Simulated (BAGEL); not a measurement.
# One shape, several levels: C2HCl2F3 (2,2-Dichloro-1,1,1-trifluoroethane)

Aim: a comparison of 3 runs (B3LYP/6-31G*, B3LYP/def2-SVP, PBE0/def2-SVP) of C2HCl2F3 (2,2-Dichloro-1,1,1-trifluoroethane). 

The calculation is run with BAGEL 1.2.2.

5 further runs of the same task are left out: 3 that didn't finish, 2 set aside as unsound or not needed.

### 1 The molecule

C2HCl2F3: 8 atoms, total charge 0, spin state singlet. SMILES: `FC(F)(F)C(Cl)Cl`. Geometry: relaxed at PBE0-D4/def2-TZVP.

Bond lengths: F1–C2 1.332 Å, C2–F3 1.332 Å, C2–F4 1.325 Å, C2–C5 1.533 Å, C5–Cl6 1.757 Å, C5–Cl7 1.757 Å, C5–H8 1.088 Å. Some angles: F1–C2–F3 107.8°, F1–C2–F4 108.6°, F1–C2–C5 109.7°, F3–C2–F4 108.6°, F3–C2–C5 109.7°, F4–C2–C5 112.5°, C2–C5–Cl6 110.2°, C2–C5–Cl7 110.2°, Cl6–C5–Cl7 112.2°, C2–C5–H8 107.9°.

### 2 The energy at B3LYP/6-31G(d) (density fitting with cc-pvqz-jkfit, spherical functions) (run 1)

File job.json:

```json
{ "bagel" : [

{
  "title" : "molecule",
  "basis" : "6-31gs.json",
  "df_basis" : "cc-pvqz-jkfit",
  "angstrom" : "true",
  "geometry" : [
    { "atom" : "F", "xyz" : [   -0.219880,   -1.335100,    1.156620 ] },
    { "atom" : "C", "xyz" : [    0.179750,   -0.765020,    0.020570 ] },
    { "atom" : "F", "xyz" : [    1.491790,   -0.966290,   -0.095440 ] },
    { "atom" : "F", "xyz" : [   -0.429870,   -1.366410,   -0.989900 ] },
    { "atom" : "C", "xyz" : [   -0.109700,    0.739490,    0.067610 ] },
    { "atom" : "Cl", "xyz" : [   -1.826720,    1.018760,    0.311060 ] },
    { "atom" : "Cl", "xyz" : [    0.489820,    1.517250,   -1.388840 ] },
    { "atom" : "H", "xyz" : [    0.424790,    1.157290,    0.918320 ] }
  ]
},
{
  "title" : "ks",
  "xc_func" : "b3lyp"
},
{
  "title" : "print",
  "file" : "orbitals.molden",
  "orbitals" : "true"
}

]}
```

The basis set 6-31G* is read from a file made from the Basis Set Exchange's data (not shown).

Command:

```sh
$ BAGEL_NUM_THREADS=1 BAGEL job.json > job.out
```

Log:

```text
* using 1 threads per process

  ===============================================================
  ===============================================================

  *** Geometry ***

  { "atom" : "F", "xyz" : [     -0.415513,     -2.522973,      2.185695 ] },
  { "atom" : "C", "xyz" : [      0.339678,     -1.445678,      0.038872 ] },
  { "atom" : "F", "xyz" : [      2.819075,     -1.826023,     -0.180355 ] },
  { "atom" : "F", "xyz" : [     -0.812337,     -2.582141,     -1.870640 ] },
  { "atom" : "C", "xyz" : [     -0.207303,      1.397434,      0.127764 ] },
  { "atom" : "Cl", "xyz" : [     -3.452001,      1.925177,      0.587818 ] },
  { "atom" : "Cl", "xyz" : [      0.925626,      2.867187,     -2.624527 ] },
  { "atom" : "H", "xyz" : [      0.802737,      2.186961,      1.735373 ] },

  Number of auxiliary basis functions:      877

  Since a DF basis is specified, we compute 2- and 3-index integrals:
    o Being stored without compression. Storage requirement is 0.082 GB

  Number of basis functions:      108
  Number of electrons      :       74

    * METHOD: MOLECULE                             0.87

  *** Kohn-Sham DFT ***

    * Removing 17912 points whose weight is below 1.00e-10
    * Grid points: 101336

  === Nuclear Repulsion ===
   493.1800326538

       - DIIS with orbital gradients will be used.

  === KS iteration (b3lyp / 6-31gs.json) ===
      0      -1251.01625086          0.13694679           0.68
      1      -1217.20625279          0.16229197           0.64
      2      -1182.27664650          0.19862664           0.64
      3      -1282.16370308          0.10328656           0.64
      4      -1293.82414191          0.05979158           0.64
      5      -1296.64262758          0.00827674           0.64
      6      -1296.64399569          0.00873670           0.64
      7      -1296.70765128          0.00186503           0.64
      8      -1296.71003253          0.00071043           0.64
      9      -1296.71040240          0.00020057           0.64
     10      -1296.71044082          0.00003063           0.63
     11      -1296.71044185          0.00000773           0.64
     12      -1296.71044191          0.00000354           0.64
     13      -1296.71044191          0.00000123           0.64
     14      -1296.71044192          0.00000016           0.64
     15      -1296.71044192          0.00000007           0.64
     16      -1296.71044192          0.00000003           0.64
     17      -1296.71044192          0.00000001           0.64
    * SCF iteration converged.

    * Permanent dipole moment:
           (   -0.218542,    -0.245880,    -0.370287) a.u.

    * METHOD: KS                                  12.08

    * METHOD: PRINT                                0.02

  ===============================================================
```

It took 13 s on 1 thread of Arm Neoverse V2, shared host; peak memory 0.6 GiB.

### 3 The energy at B3LYP/def2-SVP (density fitting with cc-pvqz-jkfit) (run 2)

File calc.json:

```json
{ "bagel" : [

{
  "title" : "molecule",
  "basis" : "svp",
  "df_basis" : "cc-pvqz-jkfit",
  "angstrom" : true,
  "geometry" : [
    { "atom" : "F", "xyz" : [   -0.219880,   -1.335100,    1.156620 ] },
    { "atom" : "C", "xyz" : [    0.179750,   -0.765020,    0.020570 ] },
    { "atom" : "F", "xyz" : [    1.491790,   -0.966290,   -0.095440 ] },
    { "atom" : "F", "xyz" : [   -0.429870,   -1.366410,   -0.989900 ] },
    { "atom" : "C", "xyz" : [   -0.109700,    0.739490,    0.067610 ] },
    { "atom" : "Cl", "xyz" : [   -1.826720,    1.018760,    0.311060 ] },
    { "atom" : "Cl", "xyz" : [    0.489820,    1.517250,   -1.388840 ] },
    { "atom" : "H", "xyz" : [    0.424790,    1.157290,    0.918320 ] }
  ]
},
{
  "title" : "ks",
  "xc_func" : "b3lyp"
},
{
  "title" : "print",
  "file" : "orbitals.molden",
  "orbitals" : true
}

]}
```

Command:

```sh
$ BAGEL_NUM_THREADS=1 BAGEL calc.json > calc.out
```

Log:

```text
* using 1 threads per process

  ===============================================================
  ===============================================================

  *** Geometry ***

  { "atom" : "F", "xyz" : [     -0.415513,     -2.522973,      2.185695 ] },
  { "atom" : "C", "xyz" : [      0.339678,     -1.445678,      0.038872 ] },
  { "atom" : "F", "xyz" : [      2.819075,     -1.826023,     -0.180355 ] },
  { "atom" : "F", "xyz" : [     -0.812337,     -2.582141,     -1.870640 ] },
  { "atom" : "C", "xyz" : [     -0.207303,      1.397434,      0.127764 ] },
  { "atom" : "Cl", "xyz" : [     -3.452001,      1.925177,      0.587818 ] },
  { "atom" : "Cl", "xyz" : [      0.925626,      2.867187,     -2.624527 ] },
  { "atom" : "H", "xyz" : [      0.802737,      2.186961,      1.735373 ] },

  Number of auxiliary basis functions:      877

  Since a DF basis is specified, we compute 2- and 3-index integrals:
    o Being stored without compression. Storage requirement is 0.086 GB

  Number of basis functions:      111
  Number of electrons      :       74

    * METHOD: MOLECULE                             0.82

  *** Kohn-Sham DFT ***

    * Removing 17912 points whose weight is below 1.00e-10
    * Grid points: 101336

  === Nuclear Repulsion ===
   493.1800326538

       - DIIS with orbital gradients will be used.

  === KS iteration (b3lyp / svp) ===
      0      -1251.63931008          0.14558907           0.72
      1      -1254.80894614          0.15597783           0.67
      2      -1216.75933514          0.22348297           0.67
      3      -1290.85167027          0.06986420           0.67
      4      -1294.90076877          0.03941748           0.67
      5      -1296.09989985          0.00852719           0.68
      6      -1296.15629913          0.00539887           0.68
      7      -1296.18331438          0.00139039           0.68
      8      -1296.18469355          0.00031568           0.68
      9      -1296.18477283          0.00007801           0.68
     10      -1296.18477730          0.00003091           0.67
     11      -1296.18477829          0.00000423           0.66
     12      -1296.18477830          0.00000397           0.67
     13      -1296.18477831          0.00000128           0.66
     14      -1296.18477831          0.00000038           0.67
     15      -1296.18477831          0.00000017           0.67
     16      -1296.18477831          0.00000005           0.67
     17      -1296.18477831          0.00000002           0.68
     18      -1296.18477831          0.00000001           0.68
    * SCF iteration converged.

    * Permanent dipole moment:
           (   -0.150151,    -0.378323,    -0.315903) a.u.

    * METHOD: KS                                  13.37

    * METHOD: PRINT                                0.02

  ===============================================================
```

Wall time 14 s (1 thread of Arm Neoverse V2, shared host); peak memory 0.61 GiB.

### 4 A single-point energy at PBE0/def2-SVP (density fitting with cc-pvqz-jkfit) (run 3)

File input.json:

```json
{ "bagel" : [

{
  "title" : "molecule",
  "basis" : "svp",
  "df_basis" : "cc-pvqz-jkfit",
  "angstrom" : true,
  "geometry" : [
    { "atom" : "F", "xyz" : [      -0.219880,      -1.335100,       1.156620 ] },
    { "atom" : "C", "xyz" : [       0.179750,      -0.765020,       0.020570 ] },
    { "atom" : "F", "xyz" : [       1.491790,      -0.966290,      -0.095440 ] },
    { "atom" : "F", "xyz" : [      -0.429870,      -1.366410,      -0.989900 ] },
    { "atom" : "C", "xyz" : [      -0.109700,       0.739490,       0.067610 ] },
    { "atom" : "Cl", "xyz" : [      -1.826720,       1.018760,       0.311060 ] },
    { "atom" : "Cl", "xyz" : [       0.489820,       1.517250,      -1.388840 ] },
    { "atom" : "H", "xyz" : [       0.424790,       1.157290,       0.918320 ] }
  ]
},

{ "title" : "ks", "xc_func" : "pbe0" },

{ "title" : "print", "file" : "orbitals.molden", "orbitals" : true }

]}
```

Command:

```sh
$ BAGEL_NUM_THREADS=1 BAGEL input.json > input.out
```

Log:

```text
* using 1 threads per process

  ===============================================================
  ===============================================================

  *** Geometry ***

  { "atom" : "F", "xyz" : [     -0.415513,     -2.522973,      2.185695 ] },
  { "atom" : "C", "xyz" : [      0.339678,     -1.445678,      0.038872 ] },
  { "atom" : "F", "xyz" : [      2.819075,     -1.826023,     -0.180355 ] },
  { "atom" : "F", "xyz" : [     -0.812337,     -2.582141,     -1.870640 ] },
  { "atom" : "C", "xyz" : [     -0.207303,      1.397434,      0.127764 ] },
  { "atom" : "Cl", "xyz" : [     -3.452001,      1.925177,      0.587818 ] },
  { "atom" : "Cl", "xyz" : [      0.925626,      2.867187,     -2.624527 ] },
  { "atom" : "H", "xyz" : [      0.802737,      2.186961,      1.735373 ] },

  Number of auxiliary basis functions:      877

  Since a DF basis is specified, we compute 2- and 3-index integrals:
    o Being stored without compression. Storage requirement is 0.086 GB

  Number of basis functions:      111
  Number of electrons      :       74

    * METHOD: MOLECULE                             0.81

  *** Kohn-Sham DFT ***

    * Removing 17912 points whose weight is below 1.00e-10
    * Grid points: 101336

  === Nuclear Repulsion ===
   493.1800326538

       - DIIS with orbital gradients will be used.

  === KS iteration (pbe0 / svp) ===
      0      -1250.96785526          0.14544679           0.68
      1      -1255.83708121          0.15418847           0.64
      2      -1218.35836419          0.21845630           0.64
      3      -1290.65829888          0.06701318           0.64
      4      -1294.46747534          0.03524693           0.64
      5      -1295.42470178          0.00799383           0.64
      6      -1295.47925514          0.00441606           0.64
      7      -1295.49653119          0.00119813           0.64
      8      -1295.49759819          0.00024275           0.64
      9      -1295.49764731          0.00004554           0.64
     10      -1295.49764866          0.00002255           0.65
     11      -1295.49764918          0.00000368           0.65
     12      -1295.49764918          0.00000312           0.65
     13      -1295.49764919          0.00000075           0.65
     14      -1295.49764919          0.00000023           0.65
     15      -1295.49764919          0.00000011           0.64
     16      -1295.49764919          0.00000003           0.64
     17      -1295.49764919          0.00000001           0.64
    * SCF iteration converged.

    * Permanent dipole moment:
           (   -0.165767,    -0.367327,    -0.333945) a.u.

    * METHOD: KS                                  12.12

    * METHOD: PRINT                                0.02

  ===============================================================
```

It took 13 s on 1 thread of Arm Neoverse V2, shared host; peak memory 0.61 GiB.

### 5 All runs side by side

```tsv
run	level	energy (Eh)	dipole moment (D)	HOMO energy (eV)	LUMO energy (eV)	wall time
1	B3LYP/6-31G* (density fitting with cc-pvqz-jkfit, spherical functions)	-1296.710442	1.26	-8.85	-0.50	13 s
2	B3LYP/def2-SVP (density fitting with cc-pvqz-jkfit)	-1296.184778	1.31	-8.73	0.01	14 s
3	PBE0/def2-SVP (density fitting with cc-pvqz-jkfit)	-1295.497649	1.33	-9.13	0.17	13 s
```

### 6 Results

| quantity | value |
| --- | --- |
| run 3: total energy | -1295.49765 Eh |
| run 3: dipole moment | 1.33 D |
| run 3: HOMO energy | -9.13 eV |
| run 3: LUMO energy | 0.17 eV |
| run 3: HOMO–LUMO gap | 9.30 eV |

What this shows: The dipole moment (its size) runs from 1.26 D (B3LYP/6-31G*) to 1.33 D (PBE0/def2-SVP). The two ends differ in method and basis. The HOMO–LUMO gap runs from 8.36 eV (B3LYP/6-31G*) to 9.30 eV (PBE0/def2-SVP). Totals of different functionals can't be ranked against each other. All runs together took 41 s, the longest 14 s.
